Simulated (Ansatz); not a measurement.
What does this script print? It uses the Ansatz DFT code, driven from Python.

Contents of `input.yaml`:
```yaml
crystal:
  lattice:
    - [2.455259, 1.417545, 5.373025]
    - [-2.455259, 1.417545, 5.373025]
    - [0.0, -2.835089, 5.373025]
  atoms:
    - { symbol: "Y", position: [0.5, 0.5, 0.5] }
    - { symbol: Sc, position: [0.0, 0.0, 0.0] }
    - { symbol: B, position: [0.255007, 0.255007, 0.255007] }
    - { symbol: B, position: [0.744993, 0.744993, 0.744993] }
    - { symbol: O, position: [0.233543, 0.54588, 0.981547] }
    - { symbol: O, position: [0.981547, 0.233543, 0.54588] }
    - { symbol: O, position: [0.54588, 0.981547, 0.233543] }
    - { symbol: O, position: [0.018453, 0.766457, 0.45412] }
    - { symbol: O, position: [0.45412, 0.018453, 0.766457] }
    - { symbol: O, position: [0.766457, 0.45412, 0.018453] }
kpoints:
  mp_grid: { kspacing: 0.4 }
hamiltonian:
  xc: lda
scf:
  occupations: { method: fixed }
output:
  forces: true
  stress: true
```

`yscb2o6_yaml_run.py`:
```python
"""Run a YAML input for YScB2O6 from Python."""

import ansatz as az
import numpy as np

result = az.Session.from_deck("input.yaml").plan(threads=1).execute()
report = result.report

n_atoms = len(report["lattice"]["sites"])
print("F =", round(report["free_energy_ev"], 4), "eV for", n_atoms, "atoms")
print("E(sigma -> 0) =", round(report["energy_sigma0_ev"], 4), "eV, TS =", round(report["entropy_ts_ev"], 5), "eV")
print("closed by", report["closed_by"], "after", report["n_iterations"], "iterations")

# pressure is a third of the trace
stress = np.array(report["stress_gpa"])
print(f"pressure {np.trace(stress) / 3:.3f} GPa")
print("stress tensor, GPa, positive in compression")
print(np.round(stress, 3) + 0.0)

terms = report["components"]
print({name: round(terms[name], 3) for name in ("e_kinetic", "e_hartree", "e_xc", "e_local", "e_nonlocal")})
```

Running `python yscb2o6_yaml_run.py` prints:
```text
DeckWarning: basis.ecutwfc = 420 eV, auto-derived from the records' recommended cutoffs: set by Y (normal level)
F = -9481.8513 eV for 10 atoms
E(sigma -> 0) = -9481.8513 eV, TS = 0.0 eV
closed by deck_thresholds after 7 iterations
pressure -10.462 GPa
stress tensor, GPa, positive in compression
[[-11.277   0.      0.   ]
 [  0.    -11.277   0.   ]
 [  0.      0.     -8.833]]
{'e_kinetic': 1712.533, 'e_hartree': 1227.341, 'e_xc': -773.926, 'e_local': -3627.449, 'e_nonlocal': 458.665}
```
(Warnings from the package without file and line, repeats left out.)

Notes:
- Total energies depend on the potentials; only differences at equal settings carry meaning. A total without «per atom» is that of the cell as typed.
- No spin polarisation was allowed.
- The energy terms are those on the plane-wave grid, with the one-centre PAW part apart; the terms shown are only some of the summands, so they needn't add up to F.
- At these settings the cell as given stands under about -10 GPa, so it isn't at this functional's equilibrium volume.
- The structure comes from a database of computed cells and needn't be a stable or known phase.
- Hardware and time: 4.2 s on 1 thread of Arm Neoverse V1, on a shared host, peak memory 0.46 GiB.

(Lines on the test bed's own set-up are left out of the output.)
